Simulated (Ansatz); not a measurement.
# C₂H₃AlTe: one species, many methods

The task here is to estimate one member of a computed series from the others.

The runs use Ansatz 0.2.0, Gaussian basis; functionals in def2-TZVPP, the program's frozen cores in correlated methods.

Levels to be run: LDA (SPW92), PBE-D4, revPBE-D4, BLYP-D4, r2SCAN-D4, B97M-V, PBE0-D4, B3LYP-D4, r2SCANh-D4, r2SCAN0-D4, HSE06-D4, BHLYP-D4, CAM-B3LYP-D4, LC-ωPBE, ωB97X-V, ωB97M-V, B2PLYP, PBE-QIDH; CCSD(T)/def2-SVP; CCSD(T)/def2-TZVPP; MP2/def2-QZVPP; extrapolation to the limit; RPA on PBE.

**The relaxed structure**

All runs share one geometry, relaxed beforehand with PBE0-D4 in a triple-zeta def2 set. Te takes the def2 core potential; no spin-orbit term is included.

SMILES `[TeH][C]1=[CH][AlH]1`, 7 atoms, charge 0, spin multiplicity 1.

Atoms are counted from 1 here; the program's logs count them from 0.

Bond lengths: Te1–C2 2.083 Å, Te1–H5 1.657 Å, C2–C3 1.367 Å, C2–Al4 1.866 Å, C3–Al4 1.849 Å, C3–H6 1.088 Å, Al4–H7 1.567 Å. Angles: C2–Te1–H5 93.8°, Te1–C2–C3 129.1°, Te1–C2–Al4 163.1°, C3–C2–Al4 67.7°, C2–C3–Al4 69.1°, C2–C3–H6 129.6°, Al4–C3–H6 161.3°, C2–Al4–C3 43.2°, C2–Al4–H7 156.5°, C3–Al4–H7 160.3°.

Set-up of the first run:

Input file in.yaml:

```yaml
crystal:
  periodic: [false, false, false]
  atoms:
    - {symbol: Te, position_ang: [-2.351071, 0.208389, 0.043092]}
    - {symbol: C, position_ang: [-0.279846, -0.009003, 0.065364]}
    - {symbol: C, position_ang: [0.527596, -0.482230, 1.062133]}
    - {symbol: Al, position_ang: [1.522310, 0.000047, -0.420050]}
    - {symbol: H, position_ang: [-2.381533, 0.818320, -1.497501]}
    - {symbol: H, position_ang: [0.265018, -0.845337, 2.053311]}
    - {symbol: H, position_ang: [2.758727, 0.241716, -1.352049]}
basis:
  gaussian: {orbitals: def2-TZVPP}
hamiltonian: {xc: lda}
output: {orbitals: {seedname: orbitals}}
```

Command:

```bash
$ ansatz run in.yaml --threads 2 --pin off --events-out ev --progress --plain --max-ram 4352MiB
```

Steps of the session up to this table: LDA; PBE-D4 (GGA); revPBE-D4 (GGA); BLYP-D4 (GGA); r2SCAN-D4 (meta-GGA); B97M-V (meta-GGA); B3LYP-D4 (hybrid); r2SCANh-D4 (hybrid); r2SCAN0-D4 (hybrid); HSE06-D4 (hybrid); BHLYP-D4 (hybrid); CAM-B3LYP-D4 (range-separated); LC-ωPBE (range-separated); ωB97X-V (range-separated); ωB97M-V (range-separated); B2PLYP (double hybrid); PBE-QIDH (double hybrid).

One of the session's tables, all rows but one given; the rest of the session is left out.

It belongs to the step «Frontier levels by functional». 

| functional | HOMO (eV) | gap (eV) |
| --- | --- | --- |
| LDA (SPW92) | -5.29 | 3.39 |
| PBE-D4 | -5.12 | 3.43 |
| revPBE-D4 | -5.06 | 3.47 |
| BLYP-D4 | -4.93 | 3.36 |
| r2SCAN-D4 | -5.31 | 3.99 |
| B97M-V | -5.26 | 3.75 |
| PBE0-D4 | -6.04 | 5.11 |
| B3LYP-D4 | ? | ? |
| r2SCANh-D4 | -5.65 | 4.58 |
| r2SCAN0-D4 | -6.17 | 5.46 |
| HSE06-D4 | -5.66 | 4.36 |
| BHLYP-D4 | -6.80 | 6.63 |
| CAM-B3LYP-D4 | -7.19 | 7.16 |
| LC-ωPBE | -8.45 | 9.48 |
| ωB97X-V | -8.14 | 9.06 |
| ωB97M-V | -8.04 | 8.67 |

Estimate the missing values for B3LYP-D4.

Worked estimate for «HOMO (eV)». Against the share of exact exchange, BLYP-D4 (0, -4.93), BHLYP-D4 (0.5, -6.80) give a slope of -3.74 per unit share; at 0.2 the line stands at -5.68.

The run gave: HOMO (eV): -5.82; gap (eV): 4.69. In «HOMO (eV)» the line misses by +0.14.
